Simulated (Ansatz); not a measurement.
**SbH₃+ (doublet): from Hartree-Fock to the top rungs, def2-SVP**

How much of the correlation energy of SbH₃+ (doublet) does each wave-function method recover here?

Computed with Ansatz 0.2.0, Gaussian basis. Level: def2-SVP, core rule «outside noble gas», up to 9 orbitals frozen.

To be run: UHF; CCSD(T) on ROHF; CCSD(T) on UHF; BCCD(T) on ROHF; CISD; CCSDT(Q) on ROHF; CCSDT(Q) on UHF; CCSDTQ on ROHF; CCSDTQ on UHF; CASSCF and MRCISD+Q, 7 electrons in 7 orbitals; CASSCF and NEVPT2, 7 electrons in 7 orbitals; Full CI.

1 further run of the same task is left out (set aside as unsound or not needed).

### 1 The system

The geometry is a PBE0/def2-TZVP stationary point (not a proven minimum) of the parent state, kept for this charge and spin. No spin-orbit coupling is included. Elements past krypton take def2 core potentials.

4 atoms, charge 1, spin multiplicity 2.

Atoms are counted from 1 here; the program's logs count them from 0.

Bond lengths: Sb1–H2 1.708 Å, Sb1–H3 1.708 Å, Sb1–H4 1.708 Å. Angles: H2–Sb1–H3 91.4°, H2–Sb1–H4 91.4°, H3–Sb1–H4 91.4°.

### 2 UHF

in.yaml reads:

```yaml
crystal:
  periodic: [false, false, false]
  atoms:
    - {symbol: Sb, position_ang: [0.000114, -0.000006, -0.023295]}
    - {symbol: H, position_ang: [1.406538, 0.011908, 0.944916]}
    - {symbol: H, position_ang: [-0.720262, 1.216511, 0.934174]}
    - {symbol: H, position_ang: [-0.700068, -1.227677, 0.934918]}
basis:
  gaussian: {orbitals: def2-SVP}
total_charge: 1
magnetization: {spin_polarized: true, initial_magnetization: 1}
hamiltonian: {xc: hf}
output: {orbitals: {seedname: orbitals}}
```

Run with:

```
> ansatz run in.yaml --threads 1 --pin off --events-out ev --progress --plain --max-ram 4096MiB --backend cpu
```

The runs that follow: CCSD(T) on ROHF; CCSD(T) on UHF; BCCD(T) on ROHF; CISD; CCSDT(Q) on ROHF; CCSDT(Q) on UHF; CCSDTQ on ROHF; CCSDTQ on UHF; CASSCF and MRCISD+Q, 7 electrons in 7 orbitals; CASSCF and NEVPT2, 7 electrons in 7 orbitals; Full CI.

Before running them: what should the planned runs give, taken together? Wanted: FCI below the RHF energy; RMP2 from FCI; UMP2 from FCI; RCCSD from FCI; RCCSD(T) from FCI; UCCSD(T) from FCI; RCCSDT(Q) from FCI; UCCSDT(Q) from FCI; NEVPT2 valence from FCI.

The runs gave:

| quantity | value |
| --- | --- |
| FCI below the RHF energy | -3.2984 eV |
| RMP2 from FCI | +18.84 kcal/mol |
| UMP2 from FCI | +18.72 kcal/mol |
| RCCSD from FCI | +2.15 kcal/mol |
| RCCSD(T) from FCI | +0.49 kcal/mol |
| UCCSD(T) from FCI | +0.34 kcal/mol |
| RCCSDT(Q) from FCI | -0.01 kcal/mol |
| UCCSDT(Q) from FCI | -0.18 kcal/mol |
| NEVPT2 valence from FCI | +10.85 kcal/mol |
| MRCISD+Q valence from FCI | -0.08 kcal/mol |
| levels within 1 kcal/mol (43 meV) | RCCSD(T), UCCSD(T), BCCD(T), RCCSDT, UCCSDT, RCCSDT(Q), UCCSDT(Q), RCCSDTQ, UCCSDTQ, MRCISD+Q valence |
| T1 diagnostic | 0.017 |
| effectively unpaired electrons | 1.05 |

**Reading.** RCCSD(T) misses by +0.49 kcal/mol, 0.6 % of the correlation energy. UCCSDT, UCCSDT(Q), UCCSDTQ, MRCISD+Q valence fall below full CI: unrestricted runs freeze a spin-polarised core, another one than full CI's, and coupled cluster isn't variational. One determinant dominates. Of the multireference levels listed MRCISD+Q valence comes nearest in total energy (-0.08 kcal/mol), which doesn't show that its space is the better one. These misses are within one basis, not against nature; the frozen cores of restricted and unrestricted runs differ, which can shift their rows.
